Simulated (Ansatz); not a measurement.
# C₂H₆OSi₂: up Jacob's ladder to CCSD(T)

The task here is to estimate one member of a computed series from the others.

Computed with Ansatz 0.2.0, Gaussian basis. Level: functionals in def2-TZVPP, the program's frozen cores in correlated methods.

The runs, in order: PBE-D4, r2SCAN-D4, PBE0-D4, B3LYP-D4, ωB97X-V, ωB97M-V, B2PLYP; CCSD(T)/def2-TZVPP; MP2/def2-QZVPP; extrapolation to the limit.

**The geometry**

An earlier PBE0-D4 in a triple-zeta def2 set relaxation fixed the geometry.

11 atoms, charge 0, spin multiplicity 1.

Atoms are counted from 1 here; the program's logs count them from 0.

Bond lengths: O1–Si2 1.638 Å, O1–H6 0.959 Å, Si2–C3 1.783 Å, Si2–C4 1.808 Å, Si2–H7 1.471 Å, C3–C4 1.354 Å, C3–H8 1.086 Å, C4–Si5 1.848 Å, Si5–H9 1.489 Å, Si5–H10 1.486 Å, Si5–H11 1.487 Å. Angles: Si2–O1–H6 117.3°, O1–Si2–C3 125.2°, O1–Si2–C4 124.7°, O1–Si2–H7 104.8°, C3–Si2–C4 44.3°, C3–Si2–H7 124.1°, C4–Si2–H7 123.6°, Si2–C3–C4 68.8°, Si2–C3–H8 159.3°, C4–C3–H8 131.9°, Si2–C4–C3 66.9°, Si2–C4–Si5 156.7°, C3–C4–Si5 136.4°, C4–Si5–H9 111.4°, C4–Si5–H10 109.5°, C4–Si5–H11 109.2°, H9–Si5–H10 109.2°, H9–Si5–H11 109.0° and more.

Set-up of the first run:

in.yaml

```yaml
crystal:
  periodic: [false, false, false]
  atoms:
    - {symbol: O, position_ang: [-1.873290, 1.594447, -1.299761]}
    - {symbol: Si, position_ang: [-0.387766, 0.903467, -1.312534]}
    - {symbol: C, position_ang: [-0.064085, -0.839890, -1.126869]}
    - {symbol: C, position_ang: [0.265046, -0.158489, -0.003537]}
    - {symbol: Si, position_ang: [0.932571, -0.577034, 1.668398]}
    - {symbol: H, position_ang: [-2.568289, 1.135385, -0.824580]}
    - {symbol: H, position_ang: [0.445190, 1.816090, -2.111649]}
    - {symbol: H, position_ang: [-0.023003, -1.897205, -1.371219]}
    - {symbol: H, position_ang: [1.200086, -2.035798, 1.797667]}
    - {symbol: H, position_ang: [2.193916, 0.173575, 1.901142]}
    - {symbol: H, position_ang: [-0.054977, -0.171548, 2.703442]}
basis:
  gaussian: {orbitals: def2-TZVPP}
hamiltonian: {xc: pbe, dispersion: d4}
output: {forces: true, orbitals: {seedname: orbitals}}
```

Started as:

```bash
$ ansatz run in.yaml --threads 4 --pin off --events-out ev --progress --plain --max-ram 10444MiB
```

Among the steps run: PBE-D4 (GGA); r2SCAN-D4 (meta-GGA); PBE0-D4 (hybrid); B3LYP-D4 (hybrid); ωB97X-V (range-separated); ωB97M-V (range-separated); B2PLYP (double hybrid); CCSD(T) in def2-TZVPP; MP2 in def2-QZVPP.

One of the session's tables, all rows but one given; the rest of the session is left out.

| method | atomisation energy (kcal/mol) |
| --- | --- |
| PBE-D4 | 983.9 |
| r2SCAN-D4 | 974.6 |
| PBE0-D4 | 969.1 |
| B3LYP-D4 | 968.7 |
| ωB97X-V | 976.1 |
| ωB97M-V | 974.9 |
| B2PLYP | 959.9 |
| HF/def2-TZVPP | 709.2 |
| MP2/def2-TZVPP | 962.6 |
| CCSD/def2-TZVPP | 930.0 |
| CCSD(T)/def2-TZVPP | 945.3 |
| MP2/CBS | ? |
| CCSD(T)/CBS | 973.1 |

**Question.** Estimate the row for MP2/CBS.

**Answer.** atomisation energy (kcal/mol): 990.4. In the column «atomisation energy (kcal/mol)» it is the highest.

Limits of these values: Free atoms (1 O, 2 Si, 2 C, 6 H) were run apart at each level; the atomisation energy is their sum less the molecule, without zero-point or spin-orbit terms.
